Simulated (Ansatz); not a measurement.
# C₂H₂FI, SMILES FC=CI: an atomisation energy

Computed with Ansatz 0.2.0 through its Python package.

Interactive session:
```pycon
>>> from collections import Counter
>>> import ansatz as az
>>> def total_energy(molecule, charge=0, unpaired=0):
...     calc = (
...         molecule.calculation()
...         .basis(gaussian='def2-SVP')
...         .functional('hf')
...     )
...     if charge:
...         calc = calc.charge(charge)
...     if unpaired:
...         calc = calc.spin('collinear', total=unpaired)
...     return calc.run(threads=1).report['free_energy_ev']
...
>>> geometry_ang = [
...     ('F', (-1.1461, -0.5437, -1.3524)),
...     ('C', (-0.6789, -0.2271, -0.1542)),
...     ('C', (0.5555, 0.1757, -0.0326)),
...     ('I', (1.5024, 0.6142, 1.7824)),
...     ('H', (-1.4048, -0.3796, 0.6102)),
...     ('H', (1.2139, 0.2965, -0.8995)),
... ]
>>> molecule = az.Crystal.molecule()
>>> for symbol, xyz in geometry_ang:
...     molecule = molecule.atom(symbol, xyz)
...
>>> # Hund ground states
>>> unpaired = {'F': 1, 'C': 2, 'I': 1, 'H': 1}
>>> counts = Counter(site.symbol for site in molecule.cartesian_sites)
>>> atom_energy = {s: total_energy(az.Crystal.molecule().atom(s, (0, 0, 0)), 0, unpaired[s]) for s in counts}

>>> whole = total_energy(molecule, 0, 0)
>>> for s, e in atom_energy.items():
...     print(f'{s:2s} x{counts[s]}  {e:14.5f} eV')
...
F  x1     -2701.65667 eV
C  x2     -1024.37889 eV
I  x1     -8072.24702 eV
H  x2       -13.58606 eV
>>> print(f'C2H2FI: {whole:.5f} eV')
C2H2FI: -12865.70138 eV
>>> split = sum(counts[s] * e for s, e in atom_energy.items()) - whole
>>> print(f'atomisation energy (no zero-point term): {split:.3f} eV, {split / sum(counts.values()):.3f} eV an atom')
atomisation energy (no zero-point term): 15.868 eV, 2.645 eV an atom
```

15.868 eV from the electronic energies, without the zero-point term.

What to keep in mind:
- The settings weren't tested for convergence.
- The geometry is a force-field or estimated start, not a minimum of this method, and the basis set is short of its limit. All parts are taken at fixed geometry, without zero-point energy.
- def2 sets replace the cores of elements past krypton by effective core potentials.
- Hartree-Fock leaves correlation out, so bond, atomisation and ionisation energies come out well too low.
- The spin-orbit lowering of heavy atoms is left out.
- Run time: 1.5 s on 1 thread of Arm Neoverse V1, with other jobs on the host, peak memory 0.19 GiB.

(Lines on the test bed's own set-up are left out of the output.)
